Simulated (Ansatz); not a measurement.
# Ga23SnN24: the cost of one run

Program: Ansatz 0.2.0. Level of theory: DFT, PBE, plane-wave PAW, default files, scalar-relativistic, as far as a step names no other. These are calculated values, not measurements.

The COD entry's cell or inner coordinates are ideal or old and differ from later refinements, so a difference from it is no clean test against experiment.

## Step 1: The starting structure

The structure is triclinic, space group P1 (No. 1). The conventional cell has a = 6.360 Å, b = 8.413 Å, c = 10.332 Å, α = 90.00°, β = 90.00°, γ = 100.89°. Sn (site symmetry 1) has 4 N at 1.94 to 1.95 Å as nearest neighbours. Ga (site symmetry 1) has 4 N at 1.94 to 1.95 Å as nearest neighbours. Only part of the 48 independent sites is listed.

Coordinates:

```xyz
48
Lattice="6.3600 0.0000 0.0000 -4.7700 8.2619 0.0000 0.0000 0.0000 10.3320" Properties=species:S:1:pos:R:3 pbc="T T T"
Sn    0.0000    1.8360    0.0000
Ga    0.0000    1.8360    5.1660
Ga   -1.5900    4.5899    0.0000
Ga   -1.5900    4.5899    5.1660
Ga   -3.1800    7.3439    0.0000
Ga   -3.1800    7.3439    5.1660
Ga    3.1800    1.8360    0.0000
Ga    3.1800    1.8360    5.1660
Ga    1.5900    4.5899    0.0000
Ga    1.5900    4.5899    5.1660
Ga    0.0000    7.3439    0.0000
Ga    0.0000    7.3439    5.1660
Ga    1.5900    0.9180    2.5830
Ga    1.5900    0.9180    7.7490
Ga    0.0000    3.6719    2.5830
Ga    0.0000    3.6719    7.7490
Ga   -1.5900    6.4259    2.5830
Ga   -1.5900    6.4259    7.7490
Ga    4.7700    0.9180    2.5830
Ga    4.7700    0.9180    7.7490
Ga    3.1800    3.6719    2.5830
Ga    3.1800    3.6719    7.7490
Ga    1.5900    6.4259    2.5830
Ga    1.5900    6.4259    7.7490
N     0.0000    1.8360    1.9373
N     0.0000    1.8360    7.1033
N    -1.5900    4.5899    1.9373
N    -1.5900    4.5899    7.1033
N    -3.1800    7.3439    1.9373
N    -3.1800    7.3439    7.1033
N     3.1800    1.8360    1.9373
N     3.1800    1.8360    7.1033
N     1.5900    4.5899    1.9373
N     1.5900    4.5899    7.1033
N     0.0000    7.3439    1.9373
N     0.0000    7.3439    7.1033
N     1.5900    0.9180    4.5203
N     1.5900    0.9180    9.6863
N     0.0000    3.6719    4.5203
N     0.0000    3.6719    9.6863
N    -1.5900    6.4259    4.5203
N    -1.5900    6.4259    9.6863
N     4.7700    0.9180    4.5203
N     4.7700    0.9180    9.6863
N     3.1800    3.6719    4.5203
N     3.1800    3.6719    9.6863
N     1.5900    6.4259    4.5203
N     1.5900    6.4259    9.6863
```

Atom 1 of the input is the impurity.

## Step 2: Single point at the given positions

Input file input.yaml:

```yaml
crystal:
  lattice:
    - [6.36, 0.0, 0.0]
    - [-4.77, 8.261882352, 0.0]
    - [0.0, 0.0, 10.332]
  atoms:
    - { symbol: Sn, position: [0.1666666666, 0.2222222222, 0.0] }
    - { symbol: Ga, position: [0.1666666666, 0.2222222222, 0.5] }
    - { symbol: Ga, position: [0.1666666666, 0.5555555556, 0.0] }
    - { symbol: Ga, position: [0.1666666666, 0.5555555556, 0.5] }
    - { symbol: Ga, position: [0.1666666666, 0.8888888889, 0.0] }
    - { symbol: Ga, position: [0.1666666666, 0.8888888889, 0.5] }
    - { symbol: Ga, position: [0.6666666666, 0.2222222222, 0.0] }
    - { symbol: Ga, position: [0.6666666666, 0.2222222222, 0.5] }
    - { symbol: Ga, position: [0.6666666666, 0.5555555556, 0.0] }
    - { symbol: Ga, position: [0.6666666666, 0.5555555556, 0.5] }
    - { symbol: Ga, position: [0.6666666666, 0.8888888889, 0.0] }
    - { symbol: Ga, position: [0.6666666666, 0.8888888889, 0.5] }
    - { symbol: Ga, position: [0.3333333334, 0.1111111111, 0.25] }
    - { symbol: Ga, position: [0.3333333334, 0.1111111111, 0.75] }
    - { symbol: Ga, position: [0.3333333334, 0.4444444444, 0.25] }
    - { symbol: Ga, position: [0.3333333334, 0.4444444444, 0.75] }
    - { symbol: Ga, position: [0.3333333334, 0.7777777778, 0.25] }
    - { symbol: Ga, position: [0.3333333334, 0.7777777778, 0.75] }
    - { symbol: Ga, position: [0.8333333334, 0.1111111111, 0.25] }
    - { symbol: Ga, position: [0.8333333334, 0.1111111111, 0.75] }
    - { symbol: Ga, position: [0.8333333334, 0.4444444444, 0.25] }
    - { symbol: Ga, position: [0.8333333334, 0.4444444444, 0.75] }
    - { symbol: Ga, position: [0.8333333334, 0.7777777778, 0.25] }
    - { symbol: Ga, position: [0.8333333334, 0.7777777778, 0.75] }
    - { symbol: "N", position: [0.1666666666, 0.2222222222, 0.1875] }
    - { symbol: "N", position: [0.1666666666, 0.2222222222, 0.6875] }
    - { symbol: "N", position: [0.1666666666, 0.5555555556, 0.1875] }
    - { symbol: "N", position: [0.1666666666, 0.5555555556, 0.6875] }
    - { symbol: "N", position: [0.1666666666, 0.8888888889, 0.1875] }
    - { symbol: "N", position: [0.1666666666, 0.8888888889, 0.6875] }
    - { symbol: "N", position: [0.6666666666, 0.2222222222, 0.1875] }
    - { symbol: "N", position: [0.6666666666, 0.2222222222, 0.6875] }
    - { symbol: "N", position: [0.6666666666, 0.5555555556, 0.1875] }
    - { symbol: "N", position: [0.6666666666, 0.5555555556, 0.6875] }
    - { symbol: "N", position: [0.6666666666, 0.8888888889, 0.1875] }
    - { symbol: "N", position: [0.6666666666, 0.8888888889, 0.6875] }
    - { symbol: "N", position: [0.3333333334, 0.1111111111, 0.4375] }
    - { symbol: "N", position: [0.3333333334, 0.1111111111, 0.9375] }
    - { symbol: "N", position: [0.3333333334, 0.4444444444, 0.4375] }
    - { symbol: "N", position: [0.3333333334, 0.4444444444, 0.9375] }
    - { symbol: "N", position: [0.3333333334, 0.7777777778, 0.4375] }
    - { symbol: "N", position: [0.3333333334, 0.7777777778, 0.9375] }
    - { symbol: "N", position: [0.8333333334, 0.1111111111, 0.4375] }
    - { symbol: "N", position: [0.8333333334, 0.1111111111, 0.9375] }
    - { symbol: "N", position: [0.8333333334, 0.4444444444, 0.4375] }
    - { symbol: "N", position: [0.8333333334, 0.4444444444, 0.9375] }
    - { symbol: "N", position: [0.8333333334, 0.7777777778, 0.4375] }
    - { symbol: "N", position: [0.8333333334, 0.7777777778, 0.9375] }
total_charge: 1
kpoints:
  mp_grid: { grid: [4, 3, 2] }
scf:
  occupations: { method: fermi_dirac, width: 0.01 }
hamiltonian:
  xc: pbe
  pseudopotentials: { kind: paw }
output:
  forces: true
  stress: true
  populations: true
  efg:
    quadrupole_moments_barn: { Sn: -0.132, Ga: 0.107, "N": 0.02044 }
    contact_densities: true
```

Run with:

```
$ ansatz run input.yaml --threads 4 --pin off --max-ram 8192MiB --backend cpu --events-out ev --progress --plain --runs-dir out
```

Q: Estimate wall time and peak memory on 4 threads of Arm Neoverse V1, shared host.

About 2 min, with a peak of 3.6 GiB.
